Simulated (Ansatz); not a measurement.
Consider an atomisation energy of H₃SiTe, SMILES [SiH3][Te] (Ansatz 0.2.0 through its Python package).

The script, `tae_h3site.py`:
```python
from collections import Counter

import ansatz as az
from ase import Atoms


def total_energy(molecule, charge=0, unpaired=0):
    calc = molecule.calculation().basis(gaussian="def2-SVP").functional("cam_b3lyp")
    if charge:
        calc = calc.charge(charge)
    if unpaired:
        calc = calc.spin("collinear", total=unpaired)
    return calc.run().report["free_energy_ev"]

atoms = Atoms(["Si", "Te", "H", "H", "H"], positions=[
    (-0.1326, 0.0299, -0.0598),
    (1.9373, -0.9199, 0.7612),
    (-1.2004, 0.1103, 1.0044),
    (-0.6275, -0.7301, -1.1825),
    (0.0732, 1.4361, -0.5648),
])
h3site = az.Crystal.molecule_from_ase(atoms)

unpaired = {"Si": 2, "Te": 2, "H": 1}
counts = Counter(site.symbol for site in h3site.cartesian_sites)
atom_energy = {s: total_energy(az.Crystal.molecule().atom(s, (0, 0, 0)), 0, unpaired[s]) for s in counts}
whole = total_energy(h3site, 0, 1)
for s, e in atom_energy.items():
    print(f"{s:2s} x{counts[s]}  {e:14.5f} eV")
print(f"H3SiTe: {whole:.5f} eV")
split = sum(counts[s] * e for s, e in atom_energy.items()) - whole
print(f"atomisation energy (no zero-point term): {23.060548 * split:.1f} kcal/mol, {split / sum(counts.values()):.3f} eV an atom")
```

What does it cost to take this molecule apart into atoms?

286.6 kcal/mol from the electronic energies, without the zero-point term.

The run itself:

```console
$ python tae_h3site.py
Si x1     -7871.66477 eV
Te x1     -7291.91786 eV
H  x3       -13.54842 eV
H3SiTe: -15216.65482 eV
atomisation energy (no zero-point term): 286.6 kcal/mol, 2.485 eV an atom
```

Caveats:
- The settings weren't tested for convergence.
- The geometry is a force-field or estimated start, not a minimum of this method, and the basis set is short of its limit. All parts are taken at fixed geometry, without zero-point energy.
- def2 sets replace the cores of elements past krypton by effective core potentials.
- The species is open-shell (spin multiplicity 2).
- The spin-orbit lowering of heavy atoms is left out.
- It ran for 7.7 s on 1 thread of Arm Neoverse V2, on a shared host, peak memory 0.25 GiB.

(Lines on the test bed's own set-up are left out of the output.)
